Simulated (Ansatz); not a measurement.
Working through a convergence test of the plane-wave cutoff of GdO, space group F-43m

Program: the Python package of Ansatz (0.2.0).

Run as a notebook:

**Cell 1**
```python
import ansatz as az
import numpy as np
import pandas as pd
```

**Cell 2**
```python
vectors = np.array([
    [0.0, 2.7, 2.7],
    [2.7, 0.0, 2.7],
    [2.7, 2.7, 0.0],
])
gdo = (
    az.Lattice.of(vectors)
    .atom("Gd", (0.0, 0.0, 0.0))
    .atom("O", (0.25, 0.25, 0.25))
    .moments(Gd=7)
)
```

**Cell 3**
```python
len(gdo.resolved().sites)
```
Output:
```text
2
```

**Cell 4**
```python
model = (
    gdo.calculation()
    .kpoints(9, 9, 9)
    .spin("collinear")
    .occupations("Fermi-Dirac", width=0.1)
)
```

**Cell 5**
```python
rows = []
for value in [300, 350, 400, 450]:
    report = model.basis(value).run().report
    rows.append((value, report["free_energy_ev"] / len(report["lattice"]["sites"]), report["n_iterations"], report["magnetization_mub"], report["n_pw"]))
```
Output:
```text
DeckWarning: basis.ecutwfc = 300 eV is below the records' recommended 420 eV, and the density's cutoff is lower with it unless basis.ecutrho_ratio is high enough to keep the records' density cutoff: compare with a run at a higher cutoff
DeckWarning: basis.ecutwfc = 350 eV is below the records' recommended 420 eV, and the density's cutoff is lower with it unless basis.ecutrho_ratio is high enough to keep the records' density cutoff: compare with a run at a higher cutoff
DeckWarning: basis.ecutwfc = 400 eV is below the records' recommended 420 eV, and the density's cutoff is lower with it unless basis.ecutrho_ratio is high enough to keep the records' density cutoff: compare with a run at a higher cutoff
```

**Cell 6**
```python
table = pd.DataFrame(rows, columns=["cutoff (eV)", "F/atom (eV)", "iterations", "moment (muB)", "plane waves"])
table.round(5)
```
Output:
```text
   cutoff (eV)  F/atom (eV)  iterations  moment (muB)  plane waves
0          300  -4950.95552          14       7.41787          459
1          350  -4951.23335          14       7.49762          561
2          400  -4951.27964          14       7.50561          725
3          450  -4951.28635          14       7.50537          869
```

**Cell 7**
```python
# differences from the last row
for row in rows[:-1]:
    shift = 1000 * (row[1] - rows[-1][1])
    print(f"{row[0]}: {shift:+.2f} meV/atom" + ("  (within 1 meV)" if abs(shift) < 1 else ""))
```
Output:
```text
300: +330.83 meV/atom
350: +53.00 meV/atom
400: +6.72 meV/atom
```

Open f shells: without a Hubbard U, without spin-orbit coupling; the state reached hangs on the start and needn't be the lowest. Without U the f states sit at the Fermi level and can close a real gap. For a metal this k-point mesh is coarse: on a finer one energies can move by several to tens of meV an atom and pressures by half a GPa or more, differences at one mesh by less. No functional is typed, so the default, PBE, holds. The structure is a deposited one; some such entries were measured under pressure or heat, so a shift against it needn't be the functional's error alone. Warnings are shown shortened and without file and line. Shifts are counted from the last row, which is itself no proven limit. Hardware and time: 39 s on 1 thread of Arm Neoverse V1, with other jobs on the host, peak memory 0.46 GiB.
